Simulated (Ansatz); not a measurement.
# Sc3Al2: the cost of one run

Program: Ansatz 0.2.0. Level of theory: DFT PBE, scalar-relativistic, plane waves, PAW. These are calculated values, not measurements.

### 1 Starting point

It takes space group I4/mmm (No. 139, tetragonal). The conventional cell has a = 3.163 Å, b = 3.163 Å, c = 20.552 Å, α = 90.00°, β = 90.00°, γ = 90.00°. Around Sc (site symmetry 4mm) lie 4 Al at 2.97 Å and 8 Sc at 3.16 to 3.31 Å. Around Sc (site symmetry 4/mmm) lie 8 Al at 2.98 Å and 4 Sc at 3.16 Å. Around Al (site symmetry 4mm) lie 8 Sc at 2.97 to 2.98 Å and 4 Al at 3.16 Å.

As a file:

```
CELL_PARAMETERS angstrom
-1.58133 1.58133 10.27624
1.58133 -1.58133 10.27624
1.58133 1.58133 -10.27624
ATOMIC_POSITIONS crystal
Sc 0.69073 0.69073 0.00000
Sc 0.50000 0.50000 0.00000
Sc 0.30927 0.30927 0.00000
Al 0.09568 0.09568 0.00000
Al 0.90432 0.90432 0.00000
```

The cell was relaxed beforehand at this level, from a generated guess; it needn't be the stable form of this composition. At a tolerance of 0.05 Å it has space group I4/mmm (No. 139); it has 20.56 Å³/atom, an uncorrected energy of -0.36 eV/atom over the elements.

### 2 Static run: bands, density of states and charges

File input.yaml:

```yaml
crystal:
  lattice:
    - [-1.5813301, 1.5813301, 10.2762448]
    - [1.5813301, -1.5813301, 10.2762448]
    - [1.5813301, 1.5813301, -10.2762448]
  atoms:
    - { symbol: Sc, position: [0.690731, 0.690731, 0.0] }
    - { symbol: Sc, position: [0.5, 0.5, 0.0] }
    - { symbol: Sc, position: [0.309269, 0.309269, 0.0] }
    - { symbol: Al, position: [0.095679, 0.095679, 0.0] }
    - { symbol: Al, position: [0.904321, 0.904321, 0.0] }
basis:
  ecutwfc: 420
kpoints:
  mp_grid: { grid: [16, 16, 16] }
  band_path:
    path:
      - [[0.0, 0.0, 0.0], [0.0, 0.0, 0.5], [0.25, 0.25, 0.25], [0.0, 0.5, 0.0], [0.0, 0.0, 0.0], [0.5, 0.5, -0.5], [0.25591992, 0.74408008, -0.25591992]]
      - [[-0.25591992, 0.25591992, 0.25591992], [0.0, 0.0, 0.0]]
      - [[0.0, 0.0, 0.5], [-0.01183985, 0.01183985, 0.5]]
      - [[0.5, 0.5, -0.01183985], [0.5, 0.5, -0.5]]
    npoints: 14
hamiltonian:
  xc: pbe
scf:
  occupations: { method: gaussian, width: 0.1 }
  n_extra_bands: 12
output:
  forces: true
  stress: true
  eigenvalues: true
  populations: true
  dos: { projected: true, de: 0.02, nscf_kmesh: { grid: [20, 20, 20] } }
  bader: true
  write_density: true
  write_potential: true
  elf: true
  volumetric_format: npy
```

Command:

```sh
ansatz run input.yaml --threads 1 --pin off --max-ram 3072MiB --backend cpu --events-out ev --progress --plain --runs-dir out
```

**Question.** How long does this run take on 1 thread of Intel Xeon Platinum 8375C at 2.90GHz (Ice Lake), shared host, and how much memory does it need?

About 2.5 min, with a peak of 1.5 GiB.
